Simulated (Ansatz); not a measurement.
# AsBH5N (SMILES NB[AsH2]): functionals against CCSD(T) at one geometry

One table from this session's results is given with a row withheld; the runs are named, their logs left out.

Program: Ansatz 0.2.0, Gaussian basis. Level of theory: single points in def2-TZVPP. These are calculated values, not measurements.

Cores are frozen in the correlated methods. Filled d shells of the heavier atoms are correlated.

### Starting geometry

SMILES `NB[AsH2]`, 8 atoms, charge 0, spin multiplicity 1.

Atoms are counted from 1 here; the program's logs count them from 0.

Bond lengths: N1–B2 1.449 Å, N1–H4 0.997 Å, N1–H5 1.037 Å, B2–As3 2.071 Å, B2–H6 1.210 Å, As3–H7 1.567 Å, As3–H8 1.560 Å. Angles: B2–N1–H4 120.6°, B2–N1–H5 124.6°, H4–N1–H5 114.7°, N1–B2–As3 119.9°, N1–B2–H6 115.5°, As3–B2–H6 124.6°, B2–As3–H7 92.0°, B2–As3–H8 93.8°, H7–As3–H8 88.6°.

Coordinates:

```xyz
8

N    -1.1417    0.7665   -0.6097
B     0.1006    0.4353    0.0590
As    0.9083   -1.4616   -0.1418
H    -1.5885    0.1056   -1.2077
H    -1.6168    1.6861   -0.5491
H     0.5923    1.3247    0.7149
H     0.4494   -1.8699    1.3003
H     2.2896   -1.0506    0.4563
```

The first run:

Input file run/in.yaml:

```yaml
crystal:
  periodic: [false, false, false]
  atoms:
    - {symbol: N, position_ang: [-1.141700, 0.766500, -0.609700]}
    - {symbol: B, position_ang: [0.100600, 0.435300, 0.059000]}
    - {symbol: As, position_ang: [0.908300, -1.461600, -0.141800]}
    - {symbol: H, position_ang: [-1.588500, 0.105600, -1.207700]}
    - {symbol: H, position_ang: [-1.616800, 1.686100, -0.549100]}
    - {symbol: H, position_ang: [0.592300, 1.324700, 0.714900]}
    - {symbol: H, position_ang: [0.449400, -1.869900, 1.300300]}
    - {symbol: H, position_ang: [2.289600, -1.050600, 0.456300]}
basis:
  gaussian: {orbitals: def2-TZVPP}
correlation: {method: ccsd_t}
output: {forces: true}
```

No record of the launch command was kept for these runs.

Among the steps run: CCSD(T)/def2-TZVPP; PBE0-D4/def2-TZVPP; wB97M-V/def2-TZVPP; r2SCAN-D4/def2-TZVPP; PBE-D4/def2-TZVPP; wB97X-V/def2-TZVPP; r2SCAN0-D4/def2-TZVPP.

One of the session's tables, all rows but one given; the rest of the session is left out.

```
    method  RMS force component (eV/Å)  angle to CCSD(T) forces (°)  dipole (D)
   CCSD(T)                       0.698                    reference        2.21
   PBE0-D4                       0.750                          6.3        2.18
   wB97M-V                           ?                            ?           ?
 r2SCAN-D4                       0.719                          5.0        2.22
    PBE-D4                       0.670                         16.0        2.25
   wB97X-V                       0.739                          3.5        2.16
r2SCAN0-D4                       0.790                          6.2        2.17
```

**Question.** Estimate the row for wB97M-V.

The run gave: RMS force component (eV/Å): 0.749; angle to CCSD(T) forces (°): 2.9; dipole (D): 2.19. In the column «RMS force component (eV/Å)» it lies between wB97X-V (0.739) and PBE0-D4 (0.750).
